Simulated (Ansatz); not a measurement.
This Ansatz 0.2.0 run on ScSi2 needs a look.

File input.yaml:

```yaml
crystal:
  lattice:
    - [3.66, 0.0, 0.0]
    - [-1.83, 3.1696529779, 0.0]
    - [0.0, 0.0, 3.87]
  atoms:
    - { symbol: Sc, position: [0.0, 0.0, 0.0] }
    - { symbol: Si, position: [0.6666666667, 0.3333333333, 0.5] }
    - { symbol: Si, position: [0.3333333333, 0.6666666667, 0.5] }
hamiltonian:
  xc: b3lyp
  pseudopotentials: { kind: paw }
  dispersion: d3bj
kpoints:
  mp_grid: { grid: [4, 4, 4] }
scf:
  occupations: { method: methfessel_paxton, width: 0.05 }
  max_iter: 80
output:
  forces: true
  stress: true
  eigenvalues: true
  bader: true
  populations: intrinsic
basis:
  ecutrho_ratio: 0
```

Potentials or basis: Ansatz PAW.

Command:

```bash
$ ansatz run input.yaml --threads 2 --pin off --max-ram 5120MiB --backend cpu --events-out ev --progress --plain --runs-dir out
```

Output:

```text
Error: invalid value for `basis.ecutrho_ratio`: must be in [1, 1024]; got 0
```

**Question.** How did it end, and where is the flaw?

**Answer.** The program refused the input. The input holds a flaw that was put in on purpose: a density cutoff under the waves' (basis.ecutrho_ratio = 0).
